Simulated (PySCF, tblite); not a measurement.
# C4H10ClFSi: geometry, infrared bands and NMR shifts

What infrared bands and NMR shifts should C4H10ClFSi (`CCC[Si@H](F)CCl`) show?

Programs: tblite 0.8.0 and PySCF 2.14.0, with density-fitted response routines of our own. Each step states its level of theory. These are calculated values for one molecule in the gas phase, unless marked as measured. Atoms count from 0, in the outputs and in this text.

## 1. Starting geometry

17 atoms, charge 0, multiplicity 1; geometry from: force field or distance geometry start.

Bonds of the start (Å): C0–C1 1.52, C1–C2 1.55, C2–Si3 1.88, Si3–F4 1.60, Si3–C5 1.84, C5–Cl6 1.78, C0–H7 1.10, C0–H8 1.10, C0–H9 1.09, C1–H10 1.09, C1–H11 1.09, C2–H12 1.09, C2–H13 1.09, Si3–H14 1.49, C5–H15 1.10, C5–H16 1.09.

## 2. Geometry optimisation with GFN2-xTB

The job: settings as JSON, then the geometry in Å.

```
{"job": {"kind": "relax", "xc": "GFN2-xTB", "basis": "xTB"}, "charge": 0, "multiplicity": 1}
C     -2.407400    -0.865000    -0.222300
C     -1.176500     0.010900    -0.338600
C     -0.179100    -0.286400     0.812300
Si     1.383200     0.752300     0.790500
F      0.942200     2.281200     0.965700
C      2.340000     0.580800    -0.768300
Cl     2.839600    -1.108400    -1.007300
H     -2.935600    -0.674800     0.725400
H     -3.099600    -0.643900    -1.041700
H     -2.162200    -1.926000    -0.267100
H     -0.697700    -0.177300    -1.301400
H     -1.474600     1.058500    -0.311600
H      0.087500    -1.341000     0.793700
H     -0.686600    -0.117100     1.766600
H      2.210000     0.396300     1.982500
H      3.251300     1.190100    -0.734400
H      1.758400     0.881700    -1.635400
```

Launch:

```bash
OMP_NUM_THREADS=1 python probes_run.py task.json out
```

This one command runs all jobs of the session in turn.

**Question.** This job is followed by: GFN2-xTB harmonic vibrations, gas phase; GIAO PBE0/pcSseg-1 NMR shielding, non-relativistic, gas phase. What will the session give for the following? strongest single infrared mode (GFN2-xTB); zero-point energy (GFN2-xTB); ¹³C shifts against TMS (PBE0/pcSseg-1); ¹H shifts against TMS (PBE0/pcSseg-1, means over atoms taken as alike); ²⁹Si shifts against TMS (PBE0/pcSseg-1); ¹⁹F shifts against CFCl3 (PBE0/pcSseg-1); ³⁵Cl shifts against HCl (PBE0/pcSseg-1); surface potential, 1st and 99th percentile.

The runs gave:

| quantity | value |
| --- | --- |
| strongest single infrared mode (GFN2-xTB) | 792 cm⁻¹, 262 km/mol |
| zero-point energy (GFN2-xTB) | 82.8 kcal/mol |
| ¹³C shifts against TMS (PBE0/pcSseg-1) | 29.5, 20.5, 18.7, 18.7 ppm |
| ¹H shifts against TMS (PBE0/pcSseg-1, means over atoms taken as alike) | 5.12, 3.21, 3.17, 1.52, 1.36, 1.12, 0.85, 0.84 ppm |
| ²⁹Si shifts against TMS (PBE0/pcSseg-1) | 11.9 ppm |
| ¹⁹F shifts against CFCl3 (PBE0/pcSseg-1) | -207.5 ppm |
| ³⁵Cl shifts against HCl (PBE0/pcSseg-1) | -24 ppm |
| surface potential, 1st and 99th percentile | -1.00 V and 1.12 V |

In words: Relaxing lowered the energy by 0.122 eV in 42 steps; the close pair that moved most is Si3–C5, from 1.837 to 1.910 Å. All 45 modes are real, so the xTB geometry is a minimum. The strongest single mode, at 792 cm⁻¹, has its largest shares on Si3, C5 and F4 (the list is cut at 3 atoms). GFN2-xTB is a fitted tight-binding method: band positions and strengths are rough. Its intensities can rank the bands wrongly. C5 (sp3 CH2 bonded to Cl and Si) lies farthest downfield among carbon, at 29.5 ppm; pulled downfield by the heteroatom. At PBE0/pcSseg-1: The largest span, 241 ppm, is at Cl6, where the paramagnetic term is -173 ppm.
